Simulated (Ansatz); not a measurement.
# CdH6: the cost of one run

Program: Ansatz 0.2.0. Level of theory: DFT r2SCAN, scalar-relativistic, plane waves, PAW. These are calculated values, not measurements.

1 further run of the same task is left out (set aside as unsound or not needed). Runs told in other sessions of the task aren't counted.

## 1. The starting structure

It takes space group Pm-3m (No. 221, cubic). Conventional cell: a = 5.966 Å, b = 5.966 Å, c = 5.966 Å, α = 90.00°, β = 90.00°, γ = 90.00°. Cd (site symmetry m-3m) is surrounded by 24 H at 4.24 Å. H (site symmetry 4mm) is surrounded by 1 H at 0.75 Å.

Coordinates:

```xyz
7
Lattice="5.9663 0.0000 0.0000 0.0000 5.9663 0.0000 0.0000 0.0000 5.9663" Properties=species:S:1:pos:R:3 pbc="T T T"
Cd    0.0000    0.0000    0.0000
H     0.3752    2.9832    2.9832
H     2.9832    0.3752    2.9832
H     5.5911    2.9832    2.9832
H     2.9832    5.5911    2.9832
H     2.9832    2.9832    0.3752
H     2.9832    2.9832    5.5911
```

It is the end of an earlier relaxation with the same method, from a database cell with other species swapped in; it needn't be the stable form of this composition. At a tolerance of 0.02 Å it has space group Pm-3m (No. 221); it has 30.34 Å³/atom, an uncorrected energy of +0.10 eV/atom over the elements and, on its mesh, gap 3.77 eV.

## 2. The same geometry with r2SCAN

File input.yaml:

```yaml
crystal:
  lattice:
    - [5.9663094078, 0.0, 0.0]
    - [0.0, 5.9663094078, 0.0]
    - [0.0, 0.0, 5.9663094078]
  atoms:
    - { symbol: Cd, position: [0.0, 0.0, 0.0] }
    - { symbol: H, position: [0.0628808557, 0.5, 0.5] }
    - { symbol: H, position: [0.5, 0.0628808557, 0.5] }
    - { symbol: H, position: [0.9371191443, 0.5, 0.5] }
    - { symbol: H, position: [0.5, 0.9371191443, 0.5] }
    - { symbol: H, position: [0.5, 0.5, 0.0628808557] }
    - { symbol: H, position: [0.5, 0.5, 0.9371191443] }
basis:
  ecutwfc: 500
kpoints:
  mp_grid: { grid: [4, 4, 4] }
  band_path:
    path:
      - [[0.0, 0.0, 0.0], [0.0, 0.5, 0.0], [0.5, 0.5, 0.0], [0.0, 0.0, 0.0], [0.5, 0.5, 0.5], [0.0, 0.5, 0.0]]
      - [[0.5, 0.5, 0.5], [0.5, 0.5, 0.0]]
    npoints: 14
hamiltonian:
  xc: r2scan
scf:
  occupations: { method: gaussian, width: 0.02 }
  n_extra_bands: 17
output:
  forces: true
  stress: true
  eigenvalues: true
  populations: true
  dos: { projected: true, de: 0.02, nscf_kmesh: { grid: [6, 6, 6] } }
  bader: true
  write_density: true
  write_potential: true
  elf: true
  volumetric_format: npy
```

Command:

```
> ansatz run input.yaml --threads 1 --pin off --max-ram 2560MiB --backend cpu --events-out ev --progress --plain --runs-dir out
```

Q: Estimate wall time and peak memory on 1 thread of Intel Xeon at 2.50GHz (Skylake/Cascade Lake), shared host.

About 3.7 min, with a peak of 0.85 GiB.
